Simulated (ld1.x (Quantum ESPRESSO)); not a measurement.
# Copper: generating and testing a PAW potential, part 2 of 2

Do these settings give a usable potential? It is generated, then checked for transferability, scattering, ghosts and hardness.

ld1.x (Quantum ESPRESSO) 7.5; PBE, scalar-relativistic. Earlier steps stand in the parts before.

**3. Testing the new file in other configurations**

Cu.test.in

```
 &input
   title='Cu', zed=29., rel=1, dft='PBE', iswitch=2,
   config='[Ar] 3d8 4s0 4p0'
 /
 &test
   file_pseudo='Cu.UPF', nconf=8,
   configts(1)='3s2 3p6 3d8 4s0 4p0',
   configts(2)='3s2 3p6 3d10 4s1 4p0',
   configts(3)='3s2 3p6 3d10 4s0 4p0',
   configts(4)='3s2 3p6 3d9 4s0 4p0',
   configts(5)='3s2 3p6 3d9 4s2 4p0',
   configts(6)='3s1 3p6 3d10 4s1 4p0',
   configts(7)='3s2 3p6 3d10 4s0.5 4p0',
   configts(8)='3s2 3p6 3d7 4s0 4p0'
 /
```

On the command line:

```
ld1.x < Cu.test.in > Cu.test.out
```

Cu.test.out, the pseudopotential blocks, each with the warnings that came before it:

```text
     ---------------------- Testing the pseudopotential ----------------------

     Cu
     scalar relativistic calculation

     atomic number is 29.00   valence charge is 19.00
     dft =SLA  PW   PBX  PBC   lsd =0 sic =0 latt =0  beta=0.20 tr2=1.0E-14
     mesh =1199 r(mesh) = 100.25372 xmin = -7.00 dx = 0.01250

     n l     nl             e AE (Ry)        e PS (Ry)    De AE-PS (Ry)
     1 0     3S   1( 2.00)      -11.81043      -11.81043        0.00000
     2 1     3P   1( 6.00)       -8.65850       -8.65850        0.00000
     3 2     3D   1( 8.00)       -3.59499       -3.59500        0.00001
     2 0     4S   1( 0.00)       -2.53770       -2.53770        0.00000
     3 1     4P   1( 0.00)       -1.91536       -1.91536       -0.00001

     eps = 9.1E-16  iter =  4

     Etot =   -3304.666857 Ry,   -1652.333428 Ha,  -44962.283127 eV
     Etotps =  -481.577993 Ry,    -240.788996 Ha,   -6552.202384 eV

     Ekin =     433.715380 Ry,     216.857690 Ha,    5900.998366 eV
     Encl =   -1078.683222 Ry,    -539.341611 Ha,  -14676.232897 eV
     Ehrt =     295.799538 Ry,     147.899769 Ha,    4024.557739 eV
     Ecxc =    -132.409689 Ry,     -66.204844 Ha,   -1801.525593 eV
     (Ecc =      -1.519182 Ry,      -0.759591 Ha,     -20.669526 eV)

     ---------------------- End of pseudopotential test ----------------------

     Warning: n=1, l=0 expected 0 nodes, found 1
     Warning: n=2, l=1 expected 0 nodes, found 1
     Warning: n=3, l=2 expected 0 nodes, found 1
     ---------------------- Testing the pseudopotential ----------------------

     Cu
     scalar relativistic calculation

     atomic number is 29.00   valence charge is 19.00
     dft =SLA  PW   PBX  PBC   lsd =0 sic =0 latt =0  beta=0.20 tr2=1.0E-14
     mesh =1199 r(mesh) = 100.25372 xmin = -7.00 dx = 0.01250

     n l     nl             e AE (Ry)        e PS (Ry)    De AE-PS (Ry)
     1 0     3S   1( 2.00)       -8.43051       -8.43095        0.00044
     2 1     3P   1( 6.00)       -5.30241       -5.30377        0.00136
     3 2     3D   1(10.00)       -0.37027       -0.37090        0.00064
     2 0     4S   1( 1.00)       -0.33878       -0.33875       -0.00003
     3 1     4P   1( 0.00)       -0.05121       -0.05096       -0.00025

     eps = 2.2E-15  iter = 35

     Etot =   -3309.701531 Ry,   -1654.850765 Ha,  -45030.783357 eV
     Etotps =  -486.614309 Ry,    -243.307155 Ha,   -6620.724958 eV
     dEtot_ae =      -5.034674 Ry
     dEtot_ps =      -5.036316 Ry,   Delta E=       0.001642 Ry

     Ekin =     438.646032 Ry,     219.323016 Ha,    5968.083303 eV
     Encl =   -1143.459621 Ry,    -571.729810 Ha,  -15557.560696 eV
     Ehrt =     353.266943 Ry,     176.633471 Ha,    4806.441617 eV
     Ecxc =    -135.067664 Ry,     -67.533832 Ha,   -1837.689182 eV
     (Ecc =      -1.519182 Ry,      -0.759591 Ha,     -20.669526 eV)

     ---------------------- End of pseudopotential test ----------------------

     ---------------------- Testing the pseudopotential ----------------------

     Cu
     scalar relativistic calculation

     atomic number is 29.00   valence charge is 19.00
     dft =SLA  PW   PBX  PBC   lsd =0 sic =0 latt =0  beta=0.20 tr2=1.0E-14
     mesh =1199 r(mesh) = 100.25372 xmin = -7.00 dx = 0.01250

     n l     nl             e AE (Ry)        e PS (Ry)    De AE-PS (Ry)
     1 0     3S   1( 2.00)       -9.06400       -9.06464        0.00064
     2 1     3P   1( 6.00)       -5.93825       -5.93992        0.00167
     3 2     3D   1(10.00)       -1.00387       -1.00472        0.00084
     2 0     4S   1( 0.00)       -0.87409       -0.87418        0.00009
     3 1     4P   1( 0.00)       -0.48142       -0.48089       -0.00053

     eps = 8.6E-15  iter = 14

     Etot =   -3309.102669 Ry,   -1654.551334 Ha,  -45022.635421 eV
     Etotps =  -486.015368 Ry,    -243.007684 Ha,   -6612.575944 eV
     dEtot_ae =      -4.435812 Ry
     dEtot_ps =      -4.437375 Ry,   Delta E=       0.001563 Ry

     Ekin =     438.103042 Ry,     219.051521 Ha,    5960.695539 eV
     Encl =   -1130.852859 Ry,    -565.426430 Ha,  -15386.036973 eV
     Ehrt =     341.496434 Ry,     170.748217 Ha,    4646.295677 eV
     Ecxc =    -134.761983 Ry,     -67.380992 Ha,   -1833.530187 eV
     (Ecc =      -1.519182 Ry,      -0.759591 Ha,     -20.669526 eV)

     ---------------------- End of pseudopotential test ----------------------

     ---------------------- Testing the pseudopotential ----------------------

     Cu
     scalar relativistic calculation

     atomic number is 29.00   valence charge is 19.00
     dft =SLA  PW   PBX  PBC   lsd =0 sic =0 latt =0  beta=0.20 tr2=1.0E-14
     mesh =1199 r(mesh) = 100.25372 xmin = -7.00 dx = 0.01250

     n l     nl             e AE (Ry)        e PS (Ry)    De AE-PS (Ry)
     1 0     3S   1( 2.00)      -10.31083      -10.31138        0.00056
     2 1     3P   1( 6.00)       -7.17487       -7.17607        0.00120
     3 2     3D   1( 9.00)       -2.17762       -2.17835        0.00073
     2 0     4S   1( 0.00)       -1.64243       -1.64265        0.00023
     3 1     4P   1( 0.00)       -1.12816       -1.12788       -0.00028

     eps = 2.0E-15  iter = 11

     Etot =   -3307.534761 Ry,   -1653.767381 Ha,  -45001.302955 eV
     Etotps =  -484.446494 Ry,    -242.223247 Ha,   -6591.230334 eV
     dEtot_ae =      -2.867905 Ry
     dEtot_ps =      -2.868501 Ry,   Delta E=       0.000597 Ry

     Ekin =     436.709287 Ry,     218.354643 Ha,    5941.732539 eV
     Encl =   -1107.542966 Ry,    -553.771483 Ha,  -15068.889713 eV
     Ehrt =     320.134908 Ry,     160.067454 Ha,    4355.657320 eV
     Ecxc =    -133.747723 Ry,     -66.873862 Ha,   -1819.730481 eV
     (Ecc =      -1.519182 Ry,      -0.759591 Ha,     -20.669526 eV)

     ---------------------- End of pseudopotential test ----------------------

     ---------------------- Testing the pseudopotential ----------------------

     Cu
     scalar relativistic calculation

     atomic number is 29.00   valence charge is 19.00
     dft =SLA  PW   PBX  PBC   lsd =0 sic =0 latt =0  beta=0.20 tr2=1.0E-14
     mesh =1199 r(mesh) = 100.25372 xmin = -7.00 dx = 0.01250

     n l     nl             e AE (Ry)        e PS (Ry)    De AE-PS (Ry)
     1 0     3S   1( 2.00)       -8.81962       -8.82011        0.00049
     2 1     3P   1( 6.00)       -5.68196       -5.68297        0.00102
     3 2     3D   1( 9.00)       -0.69958       -0.70024        0.00065
     2 0     4S   1( 2.00)       -0.42717       -0.42717        0.00000
     3 1     4P   1( 0.00)       -0.08609       -0.08583       -0.00026

     eps = 2.1E-15  iter = 17

     Etot =   -3309.556741 Ry,   -1654.778371 Ha,  -45028.813395 eV
     Etotps =  -486.468858 Ry,    -243.234429 Ha,   -6618.745992 eV
     dEtot_ae =      -4.889885 Ry
     dEtot_ps =      -4.890865 Ry,   Delta E=       0.000980 Ry

     Ekin =     438.624182 Ry,     219.312091 Ha,    5967.786021 eV
     Encl =   -1137.299627 Ry,    -568.649814 Ha,  -15473.749718 eV
     Ehrt =     346.796368 Ry,     173.398184 Ha,    4718.404964 eV
     Ecxc =    -134.589781 Ry,     -67.294891 Ha,   -1831.187258 eV
     (Ecc =      -1.519182 Ry,      -0.759591 Ha,     -20.669526 eV)

     ---------------------- End of pseudopotential test ----------------------

     ---------------------- Testing the pseudopotential ----------------------

     Cu
     scalar relativistic calculation

     atomic number is 29.00   valence charge is 19.00
     dft =SLA  PW   PBX  PBC   lsd =0 sic =0 latt =0  beta=0.20 tr2=1.0E-14
     mesh =1199 r(mesh) = 100.25372 xmin = -7.00 dx = 0.01250

     n l     nl             e AE (Ry)        e PS (Ry)    De AE-PS (Ry)
     1 0     3S   1( 1.00)       -9.60294       -9.60423        0.00129
     2 1     3P   1( 6.00)       -6.46440       -6.46632        0.00192
     3 2     3D   1(10.00)       -1.45712       -1.45785        0.00073
     2 0     4S   1( 1.00)       -1.00538       -1.00545        0.00007
     3 1     4P   1( 0.00)       -0.56686       -0.56657       -0.00028

     eps = 1.6E-15  iter = 13

     Etot =   -3300.717584 Ry,   -1650.358792 Ha,  -44908.550533 eV
     Etotps =  -477.627321 Ry,    -238.813661 Ha,   -6498.450760 eV
     dEtot_ae =       3.949273 Ry
     dEtot_ps =       3.950672 Ry,   Delta E=      -0.001399 Ry

     Ekin =     427.870052 Ry,     213.935026 Ha,    5821.468631 eV
     Encl =   -1104.461403 Ry,    -552.230701 Ha,  -15026.962915 eV
     Ehrt =     332.658055 Ry,     166.329027 Ha,    4526.043410 eV
     Ecxc =    -133.694026 Ry,     -66.847013 Ha,   -1818.999885 eV
     (Ecc =      -1.519182 Ry,      -0.759591 Ha,     -20.669526 eV)

     ---------------------- End of pseudopotential test ----------------------

     ---------------------- Testing the pseudopotential ----------------------

     Cu
     scalar relativistic calculation

     atomic number is 29.00   valence charge is 19.00
     dft =SLA  PW   PBX  PBC   lsd =0 sic =0 latt =0  beta=0.20 tr2=1.0E-14
     mesh =1199 r(mesh) = 100.25372 xmin = -7.00 dx = 0.01250

     n l     nl             e AE (Ry)        e PS (Ry)    De AE-PS (Ry)
     1 0     3S   1( 2.00)       -8.73050       -8.73101        0.00051
     2 1     3P   1( 6.00)       -5.60357       -5.60505        0.00148
     3 2     3D   1(10.00)       -0.67108       -0.67179        0.00071
     2 0     4S   1( 0.50)       -0.59517       -0.59517        0.00000
     3 1     4P   1( 0.00)       -0.25132       -0.25089       -0.00043

     eps = 4.4E-15  iter = 19

     Etot =   -3309.469123 Ry,   -1654.734561 Ha,  -45027.621283 eV
     Etotps =  -486.381884 Ry,    -243.190942 Ha,   -6617.562657 eV
     dEtot_ae =      -4.802266 Ry
     dEtot_ps =      -4.803891 Ry,   Delta E=       0.001626 Ry

     Ekin =     438.439863 Ry,     219.219931 Ha,    5965.278227 eV
     Encl =   -1137.517308 Ry,    -568.758654 Ha,  -15476.711420 eV
     Ehrt =     347.615258 Ry,     173.807629 Ha,    4729.546531 eV
     Ecxc =    -134.919697 Ry,     -67.459849 Ha,   -1835.675996 eV
     (Ecc =      -1.519182 Ry,      -0.759591 Ha,     -20.669526 eV)

     ---------------------- End of pseudopotential test ----------------------

     ---------------------- Testing the pseudopotential ----------------------

     Cu
     scalar relativistic calculation

     atomic number is 29.00   valence charge is 19.00
     dft =SLA  PW   PBX  PBC   lsd =0 sic =0 latt =0  beta=0.20 tr2=1.0E-14
     mesh =1199 r(mesh) = 100.25372 xmin = -7.00 dx = 0.01250

     n l     nl             e AE (Ry)        e PS (Ry)    De AE-PS (Ry)
     1 0     3S   1( 2.00)      -13.50856      -13.50889        0.00034
     2 1     3P   1( 6.00)      -10.33679      -10.33627       -0.00053
     3 2     3D   1( 7.00)       -5.21378       -5.21381        0.00002
     2 0     4S   1( 0.00)       -3.53893       -3.53868       -0.00025
     3 1     4P   1( 0.00)       -2.81949       -2.81866       -0.00083

     eps = 6.9E-15  iter = 12

     Etot =   -3300.278327 Ry,   -1650.139164 Ha,  -44902.574139 eV
     Etotps =  -477.189237 Ry,    -238.594618 Ha,   -6492.490314 eV
     dEtot_ae =       4.388530 Ry
     dEtot_ps =       4.388756 Ry,   Delta E=      -0.000227 Ry

     Ekin =     428.719699 Ry,     214.359849 Ha,    5833.028654 eV
     Encl =   -1044.830451 Ry,    -522.415226 Ha,  -14215.642487 eV
     Ehrt =     269.717407 Ry,     134.858703 Ha,    3669.692263 eV
     Ecxc =    -130.795890 Ry,     -65.397945 Ha,   -1779.568744 eV
     (Ecc =      -1.519182 Ry,      -0.759591 Ha,     -20.669526 eV)

     ---------------------- End of pseudopotential test ----------------------
```

Excitation and ionisation energies from 3s2 3p6 3d8 4s0 4p0, with the error of the potential. A star marks tests that logged a warning.

| valence configuration | charge | ΔE all-electron (eV) | error AE − PS (meV) |
| --- | --- | --- | --- |
| 3s2 3p6 3d10 4s1 4p0 * | 0 | -68.500 | +22 |
| 3s2 3p6 3d10 4s0 4p0 | +1 | -60.352 | +21 |
| 3s2 3p6 3d9 4s0 4p0 | +2 | -39.020 | +8.1 |
| 3s2 3p6 3d9 4s2 4p0 | 0 | -66.530 | +13 |
| 3s1 3p6 3d10 4s1 4p0 | +1 | 53.733 | -19 |
| 3s2 3p6 3d10 4s0.5 4p0 | +0.5 | -65.338 | +22 |
| 3s2 3p6 3d7 4s0 4p0 | +4 | 59.709 | -3.1 |

**4. Does it scatter like the atom?**

Taken from the files of the generation run. The phase is arctan(r·u′/u) with u = r·R, unwrapped, with energies in Ry. A pole is an energy at which the radial function vanishes at the test radius. The pseudo phase is shifted by a multiple of π to meet the all-electron one at the reference energy. Levels narrower than the energy grid can be missing from the poles. The last column is the largest difference on the grid between −1 and +1 Ry.

```tsv
channel	radius (bohr)	reference (Ry)	poles AE	poles PS	window around the reference with phases within 0.05 rad (Ry)	largest difference near zero (rad)
s	1.59	-2.54	-11.62	-11.62	the whole range	0.001
p	1.59	-1.92	-8.36	-8.36	the whole range	0.037
d	1.59	-3.59	-2.97	-2.97	the whole range	0.001
```

Phases (rad) along the scan:

```tsv
E (Ry)	p AE	p PS	s AE	s PS
-14.00	1.365	1.367	1.337	1.337
-13.04	1.351	1.353	1.292	1.292
-12.08	1.332	1.335	0.680	0.679
-11.12	1.303	1.306	-1.706	-1.706
-10.16	1.245	1.249	-1.770	-1.770
-9.20	0.911	0.917	-1.804	-1.804
-8.24	-1.616	-1.615	-1.836	-1.836
-7.28	-1.756	-1.754	-1.871	-1.871
-6.32	-1.813	-1.811	-1.916	-1.916
-5.36	-1.862	-1.860	-1.977	-1.978
-4.40	-1.917	-1.916	-2.071	-2.071
-3.44	-1.992	-1.991	-2.230	-2.230
-2.48	-2.107	-2.106	-2.542	-2.542
-1.52	-2.311	-2.310	-3.160	-3.160
-0.56	-2.727	-2.719	-3.848	-3.849
0.40	-3.446	-3.415	-4.225	-4.226
1.36	-4.023	-3.986	-4.413	-4.413
2.32	-4.308	-4.274	-4.519	-4.520
3.28	-4.456	-4.424	-4.588	-4.589
4.24	-4.545	-4.514	-4.638	-4.639
```

**5. Plane-wave convergence, by spherical Bessel functions**

A separate test, outside the generator: the pseudo-atom's Hamiltonian at the reference potential is diagonalised in spherical Bessel functions j_l(qr) that vanish at 20 bohr, with q² up to the cutoff.

All-electron valence levels (Ry): 3s -11.8104, 4s -2.5377, 3p -8.6585, 4p -1.9154, 3d -3.5950. The lowest levels of each channel (Ry) by cutoff; the last column sums, over occupied levels, occupation times the distance from the level at 400 Ry. A positive value at high cutoff is not a bound level.

```tsv
cutoff (Ry)	s #1	s #2	p #1	p #2	d #1	f #1	Σ f·Δε (mRy)
8	-9.6705	-2.0975	-3.5018	-1.3523	-1.7166	-0.6153	50249.3
15	-11.0646	-2.3405	-7.4586	-1.8538	-2.6007	-0.6176	16646.8
25	-11.6482	-2.4615	-8.5768	-1.9135	-3.3361	-0.6180	2888.1
40	-11.7994	-2.5143	-8.6574	-1.9154	-3.5745	-0.6181	194.6
50	-11.8091	-2.5275	-8.6577	-1.9155	-3.5926	-0.6181	28.6
70	-11.8099	-2.5365	-8.6585	-1.9156	-3.5943	-0.6181	8.3
100	-11.8104	-2.5380	-8.6585	-1.9156	-3.5950	-0.6181	1.2
110	-11.8105	-2.5380	-8.6585	-1.9156	-3.5950	-0.6181	1.0
140	-11.8105	-2.5380	-8.6585	-1.9156	-3.5951	-0.6181	0.4
400	-11.8105	-2.5381	-8.6586	-1.9156	-3.5951	-0.6181	0.0
```

The sum stays within 10 mRy from 70 Ry and within 1 mRy from 110 Ry. The sum leaves out empty levels, which can need more. Ghost test: no level below the all-electron spectrum of its channel (s, p, d, f tested).

**6. Summary of results**

This closing draws on all 2 parts.

```
                                                quantity                                                           value
               cutoffs for 10 and 1 mRy, occupied levels                                                70 Ry and 110 Ry
                                            bound ghosts                                                      none found
                            largest test error (AE − PS)  +22 meV, for 3s2 3p6 3d10 4s1 4p0 (this test logged a warning)
largest phase difference near zero energy, channels read                                                       0.037 rad
         lowest eigenvalue of the overlap (Bessel basis)                                                       0.201 (s)
```

In words: The worst unpolarised test, 3s2 3p6 3d10 4s1 4p0, is off by 22 meV on 68.5 eV; by total energies transferability rates as good. It counts as of middling hardness, with 70 Ry needed at the looser tolerance. No bound ghost shows below the valence levels. Of the channels read, p scatters worst near zero energy, by up to 0.04 rad. All of this concerns the isolated atom, not yet a solid.
